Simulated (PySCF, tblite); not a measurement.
**C5H10Cl2Si: geometry, infrared bands and NMR shifts**

What infrared bands and NMR shifts should C5H10Cl2Si (`C=CCC[SiH2]C(Cl)Cl`) show?

The runs use tblite 0.8.0 and PySCF 2.14.0, with density-fitted response routines of our own; the level of theory stands in each step. All values are computed, except where a source is named. Atoms are numbered from 0 throughout.

### Step 1. The molecule as given

18 atoms, charge 0, multiplicity 1; geometry from: force field or distance geometry start.

Bonds of the start (Å): C0–C1 1.33, C1–C2 1.52, C2–C3 1.53, C3–Si4 1.89, Si4–C5 1.84, C5–Cl6 1.78, C5–Cl7 1.78, C0–H8 1.09, C0–H9 1.10, C1–H10 1.08, C2–H11 1.10, C2–H12 1.10, C3–H13 1.10, C3–H14 1.09, Si4–H15 1.48, Si4–H16 1.48, C5–H17 1.10.

### Step 2. Geometry optimisation with GFN2-xTB

What the job is given:

```
{"job": {"kind": "relax", "xc": "GFN2-xTB", "basis": "xTB"}, "charge": 0, "multiplicity": 1}
C     -3.269000     0.860600     0.437400
C     -2.278300     0.741900    -0.447900
C     -1.221600    -0.345600    -0.370100
C      0.163400     0.261000    -0.170400
Si     1.548500    -1.014300    -0.064400
C      3.208800    -0.264600     0.177200
Cl     3.251800     0.641300     1.707400
Cl     3.609400     0.826800    -1.168800
H     -3.393700     0.176100     1.273600
H     -4.009200     1.662200     0.341800
H     -2.202000     1.445900    -1.261200
H     -1.268200    -0.912200    -1.310700
H     -1.469400    -1.051600     0.439800
H      0.176700     0.838300     0.762900
H      0.386400     0.961500    -0.974300
H      1.522300    -1.820600    -1.309600
H      1.238600    -1.970600     1.025200
H      3.996700    -1.029500     0.227000
```

Command:

```sh
> OMP_NUM_THREADS=1 python probes_run.py task.json out
```

One launch serves the whole session: the jobs run in the order shown.

**Question.** This job is followed by: GFN2-xTB harmonic vibrations, gas phase; GIAO PBE0/pcSseg-1 NMR shielding, non-relativistic, gas phase. Predict these results of the whole session: strongest single infrared mode (GFN2-xTB); zero-point energy (GFN2-xTB); ¹³C shifts against TMS (PBE0/pcSseg-1); ¹H shifts against TMS (PBE0/pcSseg-1, means over atoms taken as alike); ²⁹Si shifts against TMS (PBE0/pcSseg-1); ³⁵Cl shifts against HCl (PBE0/pcSseg-1, means over atoms taken as alike).

As calculated:

| quantity | value |
| --- | --- |
| strongest single infrared mode (GFN2-xTB) | 2257 cm⁻¹, 352 km/mol |
| zero-point energy (GFN2-xTB) | 82.6 kcal/mol |
| ¹³C shifts against TMS (PBE0/pcSseg-1) | 149.9, 120.7, 71.7, 33.3, 10.6 ppm |
| ¹H shifts against TMS (PBE0/pcSseg-1, means over atoms taken as alike) | 6.21, 5.73, 5.42, 5.28, 4.29, 2.03, 1.32 ppm |
| ²⁹Si shifts against TMS (PBE0/pcSseg-1) | -27.6 ppm |
| ³⁵Cl shifts against HCl (PBE0/pcSseg-1, means over atoms taken as alike) | 213 ppm |

What this shows: Over 44 steps the energy fell by 0.180 eV; of the close pairs, Si4–C5 changed most, 1.838 to 1.928 Å. No mode is imaginary among the 48: a minimum at this level. The strongest single mode, at 2257 cm⁻¹, moves mainly H15 and H16. GFN2-xTB is a fitted tight-binding method: band positions and strengths are rough. Its intensities can rank the bands wrongly. C5 stands next to heavy halogen, whose spin-orbit shielding this run leaves out, so the computed shift lies too far downfield, most of all for carbon beside Br or I. C1 (alkene CH) lies farthest downfield among carbon, at 149.9 ppm; the olefinic region. H10 (hydrogen on an alkene CH) lies farthest downfield among hydrogen, at 6.21 ppm; a vinylic proton, deshielded by the sp2 carbon and the C=C anisotropy. At PBE0/pcSseg-1: Shielding is most anisotropic at Cl6, Cl7 (span 591 ppm, paramagnetic term -410 ppm).
